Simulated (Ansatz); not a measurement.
# CdF2: a ladder of functionals and wavefunction methods

An exercise on one series of results from a longer session: the logs are not shown, and one member is left open.

Method: functionals in def2-TZVPP, the program's frozen cores in correlated methods; program: Ansatz 0.2.0, Gaussian basis.

The runs, in order: LDA (SPW92), PBE-D4, revPBE-D4, BLYP-D4, r2SCAN-D4, B97M-V, PBE0-D4, B3LYP-D4, r2SCANh-D4, r2SCAN0-D4, HSE06-D4, BHLYP-D4, CAM-B3LYP-D4, LC-ωPBE, ωB97X-V, ωB97M-V, B2PLYP, PBE-QIDH; CCSD(T)/def2-SVP; CCSD(T)/def2-TZVPP; MP2/def2-QZVPP; extrapolation to the limit; RPA on PBE.

## The geometry

The geometry comes from an earlier relaxation with PBE0-D4 in a triple-zeta def2 set; it is a stationary point. Cd takes the def2 core potential; no spin-orbit term is included.

SMILES `[F][Cd][F]`, 3 atoms, charge 0, spin multiplicity 1.

Atoms are counted from 1 here; the program's logs count them from 0.

Bond lengths: F1–Cd2 1.921 Å, Cd2–F3 1.921 Å. Angles: F1–Cd2–F3 180.0°.

Coordinates:

```xyz
3

F     1.4587    0.8531    0.8836
Cd   -0.0037   -0.0215   -0.0044
F    -1.4659   -0.8963   -0.8924
```

Set-up of the first run:

Input file in.yaml:

```yaml
crystal:
  periodic: [false, false, false]
  atoms:
    - {symbol: F, position_ang: [1.458675, 0.853129, 0.883596]}
    - {symbol: Cd, position_ang: [-0.003663, -0.021508, -0.004409]}
    - {symbol: F, position_ang: [-1.465913, -0.896320, -0.892387]}
basis:
  gaussian: {orbitals: def2-TZVPP}
hamiltonian: {xc: lda}
output: {orbitals: {seedname: orbitals}}
```

Steps of the session up to this table: LDA; PBE-D4 (GGA); revPBE-D4 (GGA); BLYP-D4 (GGA); r2SCAN-D4 (meta-GGA); B97M-V (meta-GGA); PBE0-D4 (hybrid); B3LYP-D4 (hybrid); r2SCANh-D4 (hybrid); r2SCAN0-D4 (hybrid); HSE06-D4 (hybrid); BHLYP-D4 (hybrid); CAM-B3LYP-D4 (range-separated); LC-ωPBE-D4 (range-separated; the results give it without D4); ωB97X-V (range-separated); ωB97M-V (range-separated); B2PLYP (double hybrid); PBE-QIDH (double hybrid).

One table of the session follows, with a row left open; its other results are not shown here.

It belongs to the step «Orbital energies across the functionals». 

```
  functional  HOMO (eV)  LUMO (eV)  gap (eV)
 LDA (SPW92)      -8.48      -3.71      4.77
      PBE-D4      -8.15      -3.35      4.80
   revPBE-D4      -8.03      -3.21      4.82
     BLYP-D4      -8.12      -3.39      4.73
   r2SCAN-D4      -8.54      -3.08      5.46
      B97M-V      -8.64      -3.21      5.43
     PBE0-D4     -10.06      -2.38      7.67
    B3LYP-D4      -9.81      -2.79      7.01
  r2SCANh-D4      -9.27      -2.73      6.54
  r2SCAN0-D4     -10.36      -2.22      8.14
    HSE06-D4      -9.64      -2.75      6.89
    BHLYP-D4     -11.99      -1.62     10.37
CAM-B3LYP-D4     -11.64      -1.51     10.13
     LC-ωPBE          ?          ?         ?
     ωB97X-V     -12.56      -0.27     12.29
     ωB97M-V     -12.55      -0.52     12.03
```

**Question.** Estimate the row for LC-ωPBE.

As computed: HOMO (eV): -12.85; LUMO (eV): -0.09; gap (eV): 12.77. In the column «HOMO (eV)» it is the lowest.
